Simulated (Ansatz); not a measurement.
**Si₃Ge₂H₁₀: how energies converge with the basis set**

The task here is to estimate one member of a computed series from the others.

Method: one geometry, several basis sets; program: Ansatz 0.2.0, Gaussian basis.

Plan: PBE0-D4/def2-SVP; ωB97M-V/def2-SVP; PBE0-D4/def2-QZVPP; ωB97M-V/def2-QZVPP; the functionals' def2-TZVPP values are taken from earlier runs.

## The relaxed structure

The geometry comes from an earlier relaxation with PBE0-D4 in a triple-zeta def2 set; it is a stationary point, not always the lowest conformer.

SMILES `[SiH2]1[SiH2][GeH2][SiH2][GeH2]1`, 15 atoms, charge 0, spin multiplicity 1.

Atoms are counted from 1 here; the program's logs count them from 0.

Bond lengths: Si1–Si2 2.338 Å, Si1–Ge5 2.388 Å, Si1–H6 1.488 Å, Si1–H7 1.490 Å, Si2–Ge3 2.388 Å, Si2–H8 1.490 Å, Si2–H9 1.488 Å, Ge3–Si4 2.395 Å, Ge3–H10 1.541 Å, Ge3–H11 1.539 Å, Si4–Ge5 2.395 Å, Si4–H12 1.488 Å, Si4–H13 1.488 Å, Ge5–H14 1.541 Å, Ge5–H15 1.539 Å. Angles: Si2–Si1–Ge5 102.8°, Si2–Si1–H6 114.1°, Si2–Si1–H7 109.0°, Ge5–Si1–H6 112.9°, Ge5–Si1–H7 108.9°, H6–Si1–H7 108.8°, Si1–Si2–Ge3 102.7°, Si1–Si2–H8 109.1°, Si1–Si2–H9 114.1°, Ge3–Si2–H8 108.9°, Ge3–Si2–H9 113.0°, H8–Si2–H9 108.8°, Si2–Ge3–Si4 104.9°, Si2–Ge3–H10 109.1°, Si2–Ge3–H11 112.9°, Si4–Ge3–H10 109.3°, Si4–Ge3–H11 112.5°, H10–Ge3–H11 108.1° and more.

The first run:

in.yaml

```yaml
crystal:
  periodic: [false, false, false]
  atoms:
    - {symbol: Si, position_ang: [-1.629935, 0.983019, 0.548253]}
    - {symbol: Si, position_ang: [-0.644770, -0.801984, 1.692544]}
    - {symbol: Ge, position_ang: [1.604504, -0.763915, 0.891824]}
    - {symbol: Si, position_ang: [1.426999, -0.119833, -1.407854]}
    - {symbol: Ge, position_ang: [-0.805228, 0.705781, -1.675657]}
    - {symbol: H, position_ang: [-3.116328, 1.002696, 0.617171]}
    - {symbol: H, position_ang: [-1.106099, 2.263570, 1.101834]}
    - {symbol: H, position_ang: [-1.290525, -2.073318, 1.259663]}
    - {symbol: H, position_ang: [-0.735290, -0.697753, 3.174245]}
    - {symbol: H, position_ang: [2.396092, 0.310869, 1.661435]}
    - {symbol: H, position_ang: [2.326691, -2.110529, 1.072243]}
    - {symbol: H, position_ang: [1.662771, -1.286072, -2.301675]}
    - {symbol: H, position_ang: [2.423925, 0.935611, -1.734539]}
    - {symbol: H, position_ang: [-1.655992, -0.353743, -2.402005]}
    - {symbol: H, position_ang: [-0.856814, 2.005589, -2.497472]}
basis:
  gaussian: {orbitals: def2-SVP}
hamiltonian: {xc: pbe0, dispersion: d4}
output: {orbitals: {seedname: orbitals}}
```

Steps of the session up to this table: PBE0-D4 in def2-SVP; ωB97M-V in def2-SVP; PBE0-D4 in def2-QZVPP; ωB97M-V in def2-QZVPP.

One of the session's tables, all rows but one given; the rest of the session is left out.

It belongs to the step «Functionals by basis». 

| functional | basis | HOMO (eV) |
| --- | --- | --- |
| PBE0-D4 | def2-SVP | ? |
| PBE0-D4 | def2-TZVPP | -7.60 |
| PBE0-D4 | def2-QZVPP | -7.60 |
| ωB97M-V | def2-SVP | -9.54 |
| ωB97M-V | def2-TZVPP | -9.52 |
| ωB97M-V | def2-QZVPP | -9.51 |

**Question.** Estimate the row for PBE0-D4, def2-SVP.

**Answer.** HOMO (eV): -7.66. In the column «HOMO (eV)» it lies between ωB97M-V, def2-QZVPP (-9.51) and PBE0-D4, def2-TZVPP (-7.60).
